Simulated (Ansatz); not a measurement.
# CH7AlCl2Si: the cost of one run

Method: RKS PBE0/STO-3G, in Ansatz 0.2.0.

### Step 1. The system as given

Bond lengths: Al1–Cl2 2.601 Å, Al1–C3 1.976 Å, Al1–Cl4 2.020 Å, Al1–Si6 2.714 Å, C3–H7 1.093 Å, C3–H8 1.095 Å, C3–H9 1.094 Å, Si6–H10 1.465 Å, Si6–H11 1.487 Å, Si6–H12 1.465 Å. Angles (14 of 18 angles, heavy atoms first): Cl2–Al1–C3 108.3°, Cl2–Al1–Cl4 107.3°, Cl2–Al1–Si6 86.2°, C3–Al1–Cl4 132.4°, C3–Al1–Si6 106.7°, Cl4–Al1–Si6 106.2°, Al1–C3–H7 115.4°, Al1–C3–H8 112.3°, Al1–C3–H9 108.1°, Al1–Si6–H10 126.3°, Al1–Si6–H11 77.9°, Al1–Si6–H12 124.5°, H7–C3–H8 106.6°, H7–C3–H9 107.6°.

Structure file:

```xyz
12

Al    0.3199    0.5808    0.7984
Cl   -1.2283    2.4823   -0.0704
C     1.9019    0.4823   -0.3816
Cl    0.1124    0.5062    2.8065
H    -1.3128    0.7205   -0.0802
Si   -1.5207   -1.1355   -0.2164
H     2.5979   -0.3321   -0.1664
H     2.4879    1.4073   -0.3685
H     1.5506    0.3532   -1.4099
H    -2.7735   -1.5407    0.4252
H    -0.4801   -2.0631    0.3020
H    -1.6553   -1.4612   -1.6387
```

### Step 2. A restrained relaxation towards end A

Springs on the bonds that form and break draw the guess towards this end; the thresholds are loose.

The input, input.yaml:

```yaml
crystal:
  periodic: [false, false, false]
  atoms:
    - { symbol: Al, position_ang: [0.3199, 0.5808, 0.7984] }
    - { symbol: Cl, position_ang: [-1.2283, 2.4823, -0.0704] }
    - { symbol: C, position_ang: [1.9019, 0.4823, -0.3816] }
    - { symbol: Cl, position_ang: [0.1124, 0.5062, 2.8065] }
    - { symbol: H, position_ang: [-1.3128, 0.7205, -0.0802] }
    - { symbol: Si, position_ang: [-1.5207, -1.1355, -0.2164] }
    - { symbol: H, position_ang: [2.5979, -0.3321, -0.1664] }
    - { symbol: H, position_ang: [2.4879, 1.4073, -0.3685] }
    - { symbol: H, position_ang: [1.5506, 0.3532, -1.4099] }
    - { symbol: H, position_ang: [-2.7735, -1.5407, 0.4252] }
    - { symbol: H, position_ang: [-0.4801, -2.0631, 0.302] }
    - { symbol: H, position_ang: [-1.6553, -1.4612, -1.6387] }
basis:
  gaussian: { orbitals: STO-3G }
hamiltonian:
  xc: pbe0
relax:
  f_tol: 0.15
  max_steps: 25
  restrain:
    - { distance: [0, 5], at: 3.62, k: 30.0 }
    - { distance: [4, 1], at: 2.63, k: 30.0 }
    - { distance: [0, 1], at: 2.23, k: 30.0 }
    - { distance: [4, 5], at: 1.42, k: 30.0 }
```

The run is started by

```sh
ansatz run input.yaml --threads 1 --pin off --max-ram 2048MiB --backend cpu --events-out ev --progress --plain --runs-dir out
```

**Question.** How long does this run take on 1 thread of Arm Neoverse V2, shared host, and how much memory does it need?

About 34 s, with a peak of 0.15 GiB.
